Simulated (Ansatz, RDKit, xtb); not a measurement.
# C2H10GeOSi: which of the isomers drawn lies lowest?

A sample of isomers of C2H10GeOSi is drawn. Aim: find which of them has the lowest free energy at 298.15 K, then its properties. The sample is small against all isomers, and the most stable one of this formula need not be in it.

The funnel: GFN2-xTB relaxations, single points with a density functional, relaxations at r2SCAN-D4/def2-SVP, harmonic vibrations (at GFN2-xTB), and a last energy at a higher level. All values are calculated.

### Step 1. Possible bonding patterns

Isomers were taken from a list of plausible structures; this is a sample, not all of them. That gives 4 candidates.

| label | SMILES | spin |
| --- | --- | --- |
| c084 | C[O][Ge@@H]([CH3])[SiH3] | singlet |
| c554 | C[O][GeH2][SiH2]C | singlet |
| c618 | CO[SiH2][GeH2][CH3] | singlet |
| c782 | CO[Si@@H](C)[GeH3] | singlet |

Candidates are built by distance geometry, with a force field where one applies, in up to four conformers (letters a to d).

**Question.** With final energies at CCSD(T)/def2-SVP + MP2/def2-TZVPP - MP2/def2-SVP, which structure will this search put lowest in free energy, and by what margin?

| quantity | value |
| --- | --- |
| lowest structure found | CO[Si@@H](C)[GeH3], singlet |
| next finalist | CO[SiH2][GeH2][CH3], singlet, 4.5 kcal/mol higher in G |
| share at equilibrium, among the finalists | 100.0 % |

The lowest structure found is `CO[Si@@H](C)[GeH3]`. Among the finalists first place is clear (4.5 kcal/mol); structures outside the list aren't covered. HF/STO-3G, r2SCAN-D4/def2-SVP, r2SCAN-D4/def2-SVP, relaxed, HF/def2-SVP and MP2/def2-SVP already put its bonding pattern lowest among the structures in one piece; GFN2-xTB favours the singlet CO[SiH2][GeH2][CH3]. 3 minima inside the window were never screened. Lowest found is not proven lowest: the search is finite, and each finalist counts with one conformer. Only 4 drawn patterns were tried, so whole families of isomers are missing, and the result ranks this sample alone. The lowest isomer need not be the one that is made and kept in a bottle, which depends on barriers.
